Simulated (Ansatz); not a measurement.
CuSe, 12 atoms in the cell. It takes space group P6_3/mmc (No. 194, hexagonal). Conventional cell: a = 4.021 Å, b = 4.021 Å, c = 17.485 Å, α = 90.00°, β = 90.00°, γ = 120.00°. Se (site symmetry 3m) has 3 Cu at 2.42 Å and 1 Se at 2.43 Å as nearest neighbours. Around Se (site symmetry -6m2) lie 5 Cu at 2.32 to 2.49 Å. Cu (site symmetry 3m) has 4 Se at 2.42 to 2.49 Å as nearest neighbours. Around Cu (site symmetry -6m2) lie 3 Se at 2.32 Å. The cell comes from a database or a generator and needn't be the stable form of this composition.

- Program: Ansatz 0.2.0
- Task: band structure
- Functional: LDA
- Potentials or basis: all-electron LAPW, scalar-relativistic
- Cutoff: 331 eV (chosen from the basis error)
- Basis error allowed: 0.002 eV/atom
- k mesh: 8 × 8 × 2
- Occupations: fermi-dirac, width 0.05 eV
- Spin: no spin polarisation

Potentials or basis: all-electron LAPW, scalar-relativistic.

Run with:

```console
$ ansatz run input.yaml --threads 8 --pin off --max-ram 24576MiB --backend cpu --events-out ev --progress --plain --runs-dir out
```

Hardware: 8 threads of Intel(R) Xeon(R) 6975P-C (Granite Rapids), with other jobs on the host.

Question: Estimate the wall time of this run.

Answer: It took 54 s on 8 threads of Intel(R) Xeon(R) 6975P-C (Granite Rapids), on a shared host, peak memory 3.2 GiB. Counts: scf iterations 9, plane waves 3285, k points 20, bands 155.
